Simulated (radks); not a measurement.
# Shell filling in a Woods-Saxon well (radius 1.46 bohr*, depth 41.9 hartree*, edge 0.11 bohr*), N = 19 to 22

Which level does each new electron take in a Woods-Saxon well (radius 1.46 bohr*, depth 41.9 hartree*, edge 0.11 bohr*), and at which counts is the dot hardest to charge further? Each count tries a few candidate levels and keeps the lowest.

The numbers are computed with radks (version 2): non-relativistic spin-polarised Kohn-Sham, r2SCAN, spherically averaged shells.

### 1 What is given

- well: a Woods-Saxon well (radius 1.46 bohr*, depth 41.9 hartree*, edge 0.11 bohr*)
- functional: r2SCAN
- levels: named by radial order: 1s, 1p, 1d, 2s, 1f and so on
- units: effective atomic units, hartree* and bohr*
- configuration carried in: 1s2 1p6 1d10 (N = 18, energy -493.647704)

After this run come: 19 electrons; Electron number 20; Electron number 21; Electron number 22.

What does the calculation give? Wanted: closed shells at N; largest addition energy; most unpaired electrons; configuration at N = 22.

**Answer**, as computed:

```
               quantity                                      value
     closed shells at N                                         20
largest addition energy  1.36 hartree* at N = 20 (of N = 19 to 21)
most unpaired electrons                                2 at N = 22
configuration at N = 22          1s2 1p6 1d10 2s2 1f(up 2, down 0)
```

Shells close at N = 20, and the second difference peaks there. The largest moment in range is 2, first at N = 22: exchange favours parallel spins in open shells. The model keeps every shell spherical, so real clusters and dots, which can deform, may order levels otherwise.
